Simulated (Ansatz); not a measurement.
# ScTe2 (fluorite): a single-point run

Wanted: a converged single-point run for ScTe2 (fluorite), and a check of what comes out. The structure is shown as the input types it.

Method: Kohn-Sham DFT, with the functional, basis and potentials that each input names (as first typed), in Ansatz 0.2.0.

1 further run of the same task is left out (set aside as unsound or not needed). Runs told in other sessions of the task aren't counted.

## (1) Starting point

Symmetry: Fm-3m, No. 225, cubic system. The conventional cell has a = 7.126 Å, b = 7.126 Å, c = 7.126 Å, α = 90.00°, β = 90.00°, γ = 90.00°. Around Sc (site symmetry m-3m) lie 8 Te at 3.09 Å. Te (site symmetry -43m) has 4 Sc at 3.09 Å in its first shell of neighbours.

Structure file:

```
CELL_PARAMETERS angstrom
0.00000 3.56277 3.56277
3.56277 0.00000 3.56277
3.56277 3.56277 0.00000
ATOMIC_POSITIONS crystal
Sc 0.00000 0.00000 0.00000
Te 0.25000 0.25000 0.25000
Te 0.75000 0.75000 0.75000
```

## (2) The run

File input.yaml:

```yaml
crystal:
  lattice:
    - [0.0, 3.5627719815, 3.5627719815]
    - [3.5627719815, 0.0, 3.5627719815]
    - [3.5627719815, 3.5627719815, 0.0]
  atoms:
    - { symbol: Sc, position: [0.0, 0.0, 0.0] }
    - { symbol: Te, position: [0.25, 0.25, 0.25] }
    - { symbol: Te, position: [0.75, 0.75, 0.75] }
basis:
  ecutwfc: 420
  ecutrho_ratio: 4
kpoints:
  mp_grid: { grid: [8, 8, 8] }
hamiltonian:
  xc: pbe
  hubbard: { sites: [{ species: Sc, l: d, u_eff: 20.0 }] }
scf:
  occupations: { method: gaussian, width: 0.05 }
  max_iter: 75
output:
  forces: true
  stress: true
```

Run with:

```
> ansatz run input.yaml --threads 2 --pin off --max-ram 2662MiB --backend cpu --events-out ev --progress --plain --runs-dir out
```

Q: Will this input give a usable result? If not, why, and what should change?

The run converged and reported no error, with warnings (filled band counts differ across k points). It gives a pressure of 17 GPa, which is large; a structure far from rest gives such values too, whatever the setting.

Look at the input: hamiltonian.hubbard.sites is [{species: Sc, l: d, u_eff: 20.0}]. A U of this value distorts the shell's occupations and the levels near the Fermi energy.

The test: delete hamiltonian.hubbard.sites.
